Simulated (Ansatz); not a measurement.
# LiMo in Ansatz: the effect of functional

The system is LiMo.

```
Li Mo
1.0
     2.67346    0.00000    0.00000
    -1.33673    2.31528    0.00000
     0.00000    0.00000    5.00471
Li Mo
1 1
Direct
  0.00000 0.00000 0.00000
  0.33333 0.66667 0.50000
```

The cell was built by a generator and needn't be a form met in nature.

Alike in all runs:

- Program: Ansatz 0.2.0
- Task: band structure
- Potentials or basis: Ansatz PAW
- k mesh: 11 × 11 × 6
- Occupations: fermi-dirac, width 0.05 eV
- Spin: no spin polarisation

```csv
functional,cutoff,pressure (GPa)
LDA,420 eV (not typed: the program's choice for these potentials),-5.6
PBEsol,420 eV (not typed: the program's choice for these potentials),-2.5
RPBE,420 eV (not typed: the program's choice for these potentials),3.2
revPBE,420 eV (not typed: the program's choice for these potentials),2.7
BLYP,420 eV (not typed: the program's choice for these potentials),4.4
r2SCAN,500 eV (not typed: the program's choice for these potentials),?
```

What does the run with functional r2SCAN give?

Pressure -0.1 GPa.

Caveats: the PAW data sets come from PBE, with cores solved anew for the run's functional, which leaves a small shift of forces and pressure.

Runs at the PBE level aren't shown here.
